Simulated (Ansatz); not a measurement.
# H4SeSi: the cost of one run

Program: the Python package of Ansatz 0.2.0. The levels of theory stand in the script. These are calculated values, not measurements.

**1. Starting point**

Bond lengths: Si1–Se2 2.243 Å, Si1–H3 1.560 Å, Si1–H4 1.421 Å, Si1–H5 1.488 Å, Se2–H6 1.555 Å. Angles: Si1–Se2–H6 91.7°, Se2–Si1–H3 109.4°, Se2–Si1–H4 111.4°, Se2–Si1–H5 111.4°, H3–Si1–H4 110.1°, H3–Si1–H5 105.9°, H4–Si1–H5 108.6°.

The script holds or builds the structure itself.

**2. The script**

h4sesi.py reads:

```python
"""H4SeSi with and without the spin-free two-component Hamiltonian."""

import ansatz as az
import numpy as np

GEOMETRY = """
Si   -0.20690   -0.30290   -0.44860
Se    0.89610   -0.27810    1.50480
H    -1.60800    0.35580   -0.26090
H    -0.35160   -1.62640   -0.94500
H     0.49260    0.51470   -1.47690
H     0.81990    1.27290    1.58030
"""

mol = az.Crystal.molecule()
for line in GEOMETRY.strip().splitlines():
    symbol, *xyz = line.split()
    mol = mol.atom(symbol, [float(v) for v in xyz])

base = mol.calculation().functional("PBE").forces()
# a set contracted for a scalar-relativistic Hamiltonian goes with the relativistic run
sets = {"none": "cc-pVTZ", "scalar": "cc-pVTZ-DK"}
found = {kind: base.basis(gaussian=basis).pseudopotentials(relativity=kind).run(threads=1, backend="cpu").report for kind, basis in sets.items()}
for kind, each in found.items():
    dipole = 4.803205 * np.linalg.norm(each["charge_distribution"]["dipole_moment_e_ang"])
    print(f"{kind:7s} E = {each['free_energy_ev']:.4f} eV  dipole {dipole:.3f} D  largest force component {np.abs(each['forces_ev_ang']).max():.4f} eV/A")
print(f"relativity lowers the total energy by {found['none']['free_energy_ev'] - found['scalar']['free_energy_ev']:.3f} eV")
```

**3. Launch**

Run with:

```
> python h4sesi.py
```

What time and memory should one allow on 1 thread of Arm Neoverse V2, shared host?

About 5 s, with a peak of 0.22 GiB.
